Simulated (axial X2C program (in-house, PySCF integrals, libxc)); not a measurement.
# A two-component session on GeP⁻: properties at the nuclei

Wanted for GeP⁻: properties at the nuclei, at the two-component level.

Computed with an in-house X2C program for linear molecules on PySCF integrals. Level: two-component X2C with atomic mean-field terms, Ge dyall-acv3z, P dyall-av3z.

All values are calculated.

### Step 1. Set-up

File task.json:

```json
{"zs": [32, 15], "q": -1, "bas": ["dyall-acv3z", "dyall-av3z"], "r0": 2.13, "levels": ["PBE0", "HF", "TPSSh", "LDA", "BP86"], "nst": 3}
```

Keys: zs atomic numbers; q charge; bas basis sets; r0 starting distance in Å; levels methods (HF also brings MP2); nst determinants followed.

On the command line:

```bash
> python soeom.py task.json out
```

After this run come: Expectation values, lowest determinant; Expectation values, a higher determinant; Expectation values, a higher determinant.

What does the calculation give? Wanted: lowest determinant; qzz Ge; qzz P; higher determinant; Eeff magnitude; Ws magnitude Ge; A∥/gI Ge (for each run or level that gives them).

As calculated:

```
                                        quantity                                            value
                              lowest determinant                             Ω = 0 (closed shell)
                             qzz Ge (a.u.), PBE0                                            -3.62
                              qzz P (a.u.), PBE0                                            -0.98
                              higher determinant  Ω = 1 (excess of +ω over −ω: ω = -1/2, ω = 3/2)
Eeff magnitude (GV/cm), PBE0, higher determinant                                            0.103
 Ws magnitude Ge (kHz), PBE0, higher determinant                                           0.0467
        A∥/gI Ge (MHz), PBE0, higher determinant                                             -304
         qzz Ge (a.u.), PBE0, higher determinant                                            -3.24
                              higher determinant        Ω = 1 (excess of +ω over −ω: 2 × ω = 1/2)
Eeff magnitude (GV/cm), PBE0, higher determinant                                          0.00181
 Ws magnitude Ge (kHz), PBE0, higher determinant                                          0.00201
        A∥/gI Ge (MHz), PBE0, higher determinant                                              618
         qzz Ge (a.u.), PBE0, higher determinant                                            -3.28
```

In words: The expectation values come from single determinants, which for open shells can mix terms of unlike spin or miss the lowest Ω, so a determinant need not be a state. Eeff is the effective electric field on the electron dipole moment in this Ω state and Ws the scalar–pseudoscalar constant (defined with the proton number Z and per Ω); A∥ is the parallel hyperfine constant, which follows by multiplying with the nuclear g factor gI = μI/(I μN); qzz is the electric field gradient, eQq0 = 234.96 MHz × Q/barn × qzz. The operators were transformed with the bare-nucleus X2C matrices.
